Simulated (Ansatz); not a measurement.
This script for the interaction energy of a dimer with the counterpoise correction of BrH₃Si, SMILES [SiH3]Br with Ansatz's Python interface holds a mistake.

Script `dimer.py`:
```python
# -*- coding: utf-8 -*-
"""Interaction energy of two BrH3Si molecules, with the counterpoise correction."""

import ansatz as az

FIRST = [
    ("Si", (-0.1028, 0.0149, -0.02)),
    ("Br", (1.8458, -0.7117, 0.5165)),
    ("H", (-1.1017, -0.0855, 1.1126)),
    ("H", (-0.6016, -0.7043, -1.1886)),
    ("H", (-0.0398, 1.4864, -0.4204)),
]
SECOND = [
    ("Si", (3.6416, 3.3, -0.9429)),
    ("Br", (2.5458, 1.6386, -1.7501)),
    ("H", (2.7818, 4.2224, -0.1059)),
    ("H", (4.276, 4.0531, -2.0209)),
    ("H", (4.7722, 2.8145, -0.0398)),
]

def energy(atoms, ghosts=()):
    molecule = az.Crystal.molecule()
    for symbol, xyz in atoms:
        molecule = molecule.atom(symbol, xyz)
    calc = (
        molecule.calculation()
        .basis(gaussian="def2-SVP")
        .functional("B3LYP")
        .kpoints(2, 2, 2)
    )
    deck = calc.input()
    if ghosts:
        deck = deck.set(az.key.basis.gaussian.ghost_atoms, [{"symbol": s, "position_ang": list(xyz)} for s, xyz in ghosts])
    return az.Session.from_dict(deck).plan().execute().report["free_energy_ev"]

# ghost atoms carry the functions of the partner
both = energy(FIRST + SECOND)
alone = energy(FIRST) + energy(SECOND)
ghosted = energy(FIRST, SECOND) + energy(SECOND, FIRST)
print(f"dimer {both:.6f} eV")
print(f"interaction, uncorrected   {23.060548 * (both - alone):8.3f} kcal/mol")
print(f"interaction, counterpoise  {23.060548 * (both - ghosted):8.3f} kcal/mol")
print(f"basis-set superposition    {23.060548 * (alone - ghosted):8.3f} kcal/mol")
```

Running `python dimer.py` prints:
```text
Traceback (most recent call last):
  File "dimer.py", line 37, in <module>
    both = energy(FIRST + SECOND)
  File "dimer.py", line 34, in energy
    return az.Session.from_dict(deck).plan().execute().report["free_energy_ev"]
           ~~~~~~~~~~~~~~~~~~~~^^^^^^
ansatz.RefusalError: invalid value for `basis.gaussian`: such a run doesn't read kpoints; remove what it names
```

What is wrong, and how is it mended?

The fault: a molecule in a Gaussian basis takes no k-points. Mended:

Script `dimer.py`:
```python
# -*- coding: utf-8 -*-
"""Interaction energy of two BrH3Si molecules, with the counterpoise correction."""

import ansatz as az

FIRST = [
    ("Si", (-0.1028, 0.0149, -0.02)),
    ("Br", (1.8458, -0.7117, 0.5165)),
    ("H", (-1.1017, -0.0855, 1.1126)),
    ("H", (-0.6016, -0.7043, -1.1886)),
    ("H", (-0.0398, 1.4864, -0.4204)),
]
SECOND = [
    ("Si", (3.6416, 3.3, -0.9429)),
    ("Br", (2.5458, 1.6386, -1.7501)),
    ("H", (2.7818, 4.2224, -0.1059)),
    ("H", (4.276, 4.0531, -2.0209)),
    ("H", (4.7722, 2.8145, -0.0398)),
]

def energy(atoms, ghosts=()):
    molecule = az.Crystal.molecule()
    for symbol, xyz in atoms:
        molecule = molecule.atom(symbol, xyz)
    calc = (
        molecule.calculation()
        .basis(gaussian="def2-SVP")
        .functional("B3LYP")
    )
    deck = calc.input()
    if ghosts:
        deck = deck.set(az.key.basis.gaussian.ghost_atoms, [{"symbol": s, "position_ang": list(xyz)} for s, xyz in ghosts])
    return az.Session.from_dict(deck).plan().execute().report["free_energy_ev"]

# ghost atoms carry the functions of the partner
both = energy(FIRST + SECOND)
alone = energy(FIRST) + energy(SECOND)
ghosted = energy(FIRST, SECOND) + energy(SECOND, FIRST)
print(f"dimer {both:.6f} eV")
print(f"interaction, uncorrected   {23.060548 * (both - alone):8.3f} kcal/mol")
print(f"interaction, counterpoise  {23.060548 * (both - ghosted):8.3f} kcal/mol")
print(f"basis-set superposition    {23.060548 * (alone - ghosted):8.3f} kcal/mol")
```

After the fix:

Running `python dimer.py` prints:
```text
dimer -155927.775820 eV
interaction, uncorrected      5.691 kcal/mol
interaction, counterpoise     6.764 kcal/mol
basis-set superposition       1.074 kcal/mol
```

What to keep in mind:
- Total energies depend on the basis set; only differences at equal settings carry meaning.
- The dimer is a generated trial pose of unrelaxed monomers, not a minimum, so the figure is no binding energy, and the basis set is small.
- b3lyp holds the VWN-RPA fit, as in Gaussian; the form of ORCA and Turbomole is b3lyp5.
- This level lacks the dispersion part of the attraction (electrostatics and induction are there), which can decide the sign where the interaction is weak.
- Finished in 17 s on 1 thread of Arm Neoverse V2, on a shared host, peak memory 0.4 GiB.
